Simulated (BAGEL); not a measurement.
# C2BeN2 (Be(CN)2): HF/6-311+G(d,p) (density fitting with qzvpp-jkfit)

What is the electronic atomisation energy of C2BeN2 (Be(CN)2) at HF/6-311+G** (density fitting with qzvpp-jkfit)? 

The calculation is run with BAGEL 1.2.2.

## 1. The molecule

C2BeN2 has 5 atoms, charge 0, and is taken as a singlet. As SMILES, `N#[C][Be][C]#N`. The shape comes from GFN2-xTB, which is rough for such elements, and wasn't checked as a minimum.

Bond lengths: Be1–C2 1.678 Å, C2–N3 1.150 Å, Be1–C4 1.677 Å, C4–N5 1.150 Å. Angles: Be1–C2–N3 179.5°, C2–Be1–C4 178.8°, Be1–C4–N5 179.6°.

## 2. A single-point energy at HF/6-311+G(d,p) (density fitting with qzvpp-jkfit)

The input, calc.json:

```json
{ "bagel": [

{
  "title": "molecule",
  "basis": "6-311+gss.json",
  "df_basis": "qzvpp-jkfit",
  "angstrom": true,
  "geometry": [
    { "atom": "Be", "xyz": [       0.015020,       0.015380,      -0.000290 ] },
    { "atom": "C", "xyz": [       0.011410,       0.012400,       1.677580 ] },
    { "atom": "N", "xyz": [      -0.001630,       0.009090,       2.827150 ] },
    { "atom": "C", "xyz": [      -0.003210,      -0.007740,      -1.677530 ] },
    { "atom": "N", "xyz": [      -0.021590,      -0.029130,      -2.826920 ] }
  ]
},

{ "title": "hf" },

{ "title": "print", "file": "orbitals.molden", "orbitals": true }

]}
```

The basis set 6-311+G** is read from a file made from the Basis Set Exchange's data (not shown).

Run with:

```sh
$ BAGEL_NUM_THREADS=1 BAGEL calc.json > calc.out
```

What it wrote:

```text
* using 1 threads per process

  ===============================================================
  ===============================================================

  *** Geometry ***

  { "atom" : "Be", "xyz" : [      0.028384,      0.029064,     -0.000548 ] },
  { "atom" : "C", "xyz" : [      0.021562,      0.023433,      3.170167 ] },
  { "atom" : "N", "xyz" : [     -0.003080,      0.017178,      5.342539 ] },
  { "atom" : "C", "xyz" : [     -0.006066,     -0.014626,     -3.170072 ] },
  { "atom" : "N", "xyz" : [     -0.040799,     -0.055048,     -5.342105 ] },

  Number of auxiliary basis functions:      355

  Since a DF basis is specified, we compute 2- and 3-index integrals:
    o Being stored without compression. Storage requirement is 0.034 GB

  Number of basis functions:      110
  Number of electrons      :       30

    * METHOD: MOLECULE                             0.11

  *** RHF ***

  === Nuclear Repulsion ===
    84.4159017452

      * DIIS with orbital gradients will be used.

  === RHF iteration (6-311+gss.json) ===
      0       -198.83742605          0.03781918           0.04
      1       -198.92248974          0.03721830           0.03
      2       -199.34085542          0.00285895           0.03
      3       -199.34493635          0.00082090           0.03
      4       -199.34538515          0.00015406           0.03
      5       -199.34540688          0.00004371           0.05
      6       -199.34540848          0.00000879           0.04
      7       -199.34540854          0.00000331           0.04
      8       -199.34540854          0.00000101           0.04
      9       -199.34540854          0.00000036           0.04
     10       -199.34540854          0.00000013           0.03
     11       -199.34540854          0.00000003           0.03
     12       -199.34540854          0.00000001           0.04
    * SCF iteration converged.

    * Permanent dipole moment:
           (   -0.037026,    -0.038145,     0.001064) a.u.

    * METHOD: HF                                   0.57

    * METHOD: PRINT                                0.01

  ===============================================================
```

Wall time 1 s (1 thread of Intel Xeon 6975P-C (Granite Rapids), shared host); peak memory 0.1 GiB.

## 3. The Be atom

The input, job.json:

```json
{ "bagel" : [

{
  "title" : "molecule",
  "basis" : "6-311+gss.json",
  "df_basis" : "qzvpp-jkfit",
  "angstrom" : true,
  "geometry" : [
    { "atom" : "Be", "xyz" : [    0.000000,    0.000000,    0.000000 ] }
  ]
},
{
  "title" : "hf"
},
{
  "title" : "print",
  "file" : "orbitals.molden",
  "orbitals" : true
}

]}
```

The basis set 6-311+G** is read from a file made from the Basis Set Exchange's data (not shown).

Run the same way, it converges to -14.57195 Eh (log not shown).

## 4. The C atom, same level

The input, calc.json:

```json
{ "bagel": [

{
  "title": "molecule",
  "basis": "6-311+gss.json",
  "df_basis": "qzvpp-jkfit",
  "angstrom": "true",
  "geometry": [
    { "atom": "C", "xyz": [       0.000000,       0.000000,       0.000000 ] }
  ]
},

{
  "title": "uhf",
  "nopen": 2
},

{
  "title": "print",
  "file": "orbitals.molden",
  "orbitals": "true"
}

]}
```

The basis set 6-311+G** is read from a file made from the Basis Set Exchange's data (not shown).

Run with:

```sh
$ BAGEL_NUM_THREADS=1 BAGEL calc.json > calc.out
```

What it wrote:

```text
* using 1 threads per process

  ===============================================================
  ===============================================================

  *** Geometry ***

  { "atom" : "C", "xyz" : [      0.000000,      0.000000,      0.000000 ] },

  Number of auxiliary basis functions:       75

  Since a DF basis is specified, we compute 2- and 3-index integrals:
    o Being stored without compression. Storage requirement is 0.000 GB

  Number of basis functions:       22
  Number of electrons      :        6

    * METHOD: MOLECULE                             0.01

  *** Open-shell HF ***

  === Nuclear Repulsion ===
     0.0000000000

      * DIIS with orbital gradients will be used.

  === UHF iteration (6-311+gss.json) ===
      0        -37.66472619          0.01929133           0.00
      1        -37.68516741          0.00749653           0.00
      2        -37.68864061          0.00341654           0.00
      3        -37.68955406          0.00020782           0.00
      4        -37.68956839          0.00004564           0.00
      5        -37.68956968          0.00001231           0.00
      6        -37.68956975          0.00000093           0.00
      7        -37.68956975          0.00000025           0.00
      8        -37.68956975          0.00000001           0.00
      9        -37.68956975          0.00000000           0.00
    * SCF iteration converged.

    * S^2 (UHF) is 2.0078

    * Permanent dipole moment:
           (    0.000000,     0.000000,    -0.000000) a.u.

    * METHOD: UHF                                  0.01

    * METHOD: PRINT                                0.00

  ===============================================================
```

Wall time 0.36 s (1 thread of Intel Xeon 6975P-C (Granite Rapids), shared host); peak memory 0.08 GiB.

## 5. The N atom

The input, job.json:

```json
{ "bagel": [

{
  "title": "molecule",
  "basis": "6-311+gss.json",
  "df_basis": "qzvpp-jkfit",
  "angstrom": "true",
  "geometry": [
    { "atom": "N", "xyz": [       0.000000,       0.000000,       0.000000 ] }
  ]
},

{
  "title": "uhf",
  "nopen": 3
},

{
  "title": "print",
  "file": "orbitals.molden",
  "orbitals": "true"
}

]}
```

The basis set 6-311+G** is read from a file made from the Basis Set Exchange's data (not shown).

Run the same way, it converges to -54.39889 Eh (log not shown).

## 6. What came out

At HF/6-311+G** (density fitting with qzvpp-jkfit):

| quantity | value |
| --- | --- |
| molecule: total energy | -199.34541 Eh |
| molecule: dipole moment | 0.14 D |
| molecule: HOMO energy | -13.58 eV |
| molecule: LUMO energy | 0.08 eV |
| molecule: HOMO–LUMO gap | 13.66 eV |
| Be atom: total energy | -14.57195 Eh |
| Be atom: dipole moment | 0.00 D |
| Be atom: HOMO energy | -8.42 eV |
| Be atom: LUMO energy | 0.80 eV |
| Be atom: HOMO–LUMO gap | 9.22 eV |
| C atom: total energy | -37.68957 Eh |
| C atom: dipole moment | 0.00 D |
| C atom: ⟨S²⟩ | 2.008 |
| N atom: total energy | -54.39889 Eh |
| N atom: dipole moment | 0.00 D |
| N atom: ⟨S²⟩ | 3.758 |
| electronic atomisation energy | 16.233 eV |

**Reading.** Taking the molecule apart into free atoms costs 16.23 eV (374 kcal/mol), before zero-point energy and without spin-orbit coupling. Hartree–Fock lacks the correlation of the bonding pairs, which as a rule makes this value much too low; in minimal bases other errors can mask that.
